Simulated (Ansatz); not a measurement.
# BAsH₄ (SMILES B[AsH2]): functionals against CCSD(T) at one geometry

The atoms stand at a structure displaced at random from a GFN2-xTB minimum. How far do the functionals agree with CCSD(T) there?

Method: single points in def2-TZVPP; program: Ansatz 0.2.0, Gaussian basis.

Correlated methods freeze the cores. Filled d shells of the heavier atoms are correlated.

## Step 1: Starting geometry

SMILES `B[AsH2]`, 6 atoms, charge 0, spin multiplicity 1.

Atoms are counted from 1 here; the program's logs count them from 0.

Bond lengths: B1–As2 1.956 Å, B1–H3 1.164 Å, B1–H4 1.138 Å, As2–H5 1.524 Å, As2–H6 1.427 Å. Angles: As2–B1–H3 106.9°, As2–B1–H4 130.8°, H3–B1–H4 122.3°, B1–As2–H5 109.3°, B1–As2–H6 103.3°, H5–As2–H6 91.4°.

As a file:

```
B     0.0291   -1.0004    0.1578
As    0.4777    0.8968    0.3111
H    -0.8700   -1.1947    0.8709
H     0.4945   -1.8255   -0.4732
H     0.7146    1.4734   -1.0801
H    -0.7983    1.5299    0.3955
```

## Step 2: CCSD(T)/def2-TZVPP

The input, run/in.yaml:

```yaml
crystal:
  periodic: [false, false, false]
  atoms:
    - {symbol: B, position_ang: [0.029100, -1.000400, 0.157800]}
    - {symbol: As, position_ang: [0.477700, 0.896800, 0.311100]}
    - {symbol: H, position_ang: [-0.870000, -1.194700, 0.870900]}
    - {symbol: H, position_ang: [0.494500, -1.825500, -0.473200]}
    - {symbol: H, position_ang: [0.714600, 1.473400, -1.080100]}
    - {symbol: H, position_ang: [-0.798300, 1.529900, 0.395500]}
basis:
  gaussian: {orbitals: def2-TZVPP}
correlation: {method: ccsd_t}
output: {forces: true}
```

The command line of these runs was not kept.

## Step 3: PBE0-D4/def2-TZVPP

Edit run/in.yaml of step 2 so:

```diff
@@ -11,3 +11,3 @@
   gaussian: {orbitals: def2-TZVPP}
-correlation: {method: ccsd_t}
-output: {forces: true}
+hamiltonian: {xc: pbe0, dispersion: d4}
+output: {forces: true, orbitals: {seedname: orbitals}}
```

## Step 4: wB97M-V/def2-TZVPP

Edit run/in.yaml of step 3 so:

```diff
@@ -11,3 +11,3 @@
   gaussian: {orbitals: def2-TZVPP}
-hamiltonian: {xc: pbe0, dispersion: d4}
-output: {forces: true, orbitals: {seedname: orbitals}}
+hamiltonian: {xc: {name: wB97M-V}}
+output: {forces: true}
```

## Step 5: r2SCAN-D4/def2-TZVPP

Edit run/in.yaml of step 4 so:

```diff
@@ -11,3 +11,3 @@
   gaussian: {orbitals: def2-TZVPP}
-hamiltonian: {xc: {name: wB97M-V}}
+hamiltonian: {xc: r2scan, dispersion: d4}
 output: {forces: true}
```

## Step 6: PBE-D4/def2-TZVPP

Edit run/in.yaml of step 5 so:

```diff
@@ -11,3 +11,3 @@
   gaussian: {orbitals: def2-TZVPP}
-hamiltonian: {xc: r2scan, dispersion: d4}
+hamiltonian: {xc: pbe, dispersion: d4}
 output: {forces: true}
```

## Step 7: BHLYP-D4/def2-TZVPP

Edit run/in.yaml of step 6 so:

```diff
@@ -11,3 +11,3 @@
   gaussian: {orbitals: def2-TZVPP}
-hamiltonian: {xc: pbe, dispersion: d4}
+hamiltonian: {xc: {name: BHLYP}, dispersion: d4}
 output: {forces: true}
```

## Step 8: wB97X-V/def2-TZVPP

Edit run/in.yaml of step 7 so:

```diff
@@ -11,3 +11,3 @@
   gaussian: {orbitals: def2-TZVPP}
-hamiltonian: {xc: {name: BHLYP}, dispersion: d4}
+hamiltonian: {xc: {name: wB97X-V}}
 output: {forces: true}
```

(Steps that only read results are left out.)

What does the calculation give? Wanted: energy less free atoms, CCSD(T)/def2-TZVPP; RMS force component; RMS force error; HOMO and LUMO, PBE0-D4; T1 diagnostic.

The runs gave:

| quantity | value |
| --- | --- |
| energy less free atoms, CCSD(T)/def2-TZVPP | -1590.4 kJ/mol |
| RMS force component | 0.801 to 0.910 eV/Å over the methods |
| RMS force error | PBE0-D4 0.086, wB97M-V 0.055, r2SCAN-D4 0.074, PBE-D4 0.178, BHLYP-D4 0.102, wB97X-V 0.048 eV/Å |
| HOMO and LUMO, PBE0-D4 | -7.24 and -1.97 eV |
| T1 diagnostic | 0.014 |

Against CCSD(T) the functionals' energies less atoms differ by -62.6 to -34.1 kJ/mol, PBE-D4 by -48.5 kJ/mol. The reference is not at the basis limit: in triple zeta CCSD(T) underbinds, which counts against methods that bind more; the gaps are no ranking. The forces of wB97X-V come nearest to CCSD(T), those of PBE-D4 are farthest.
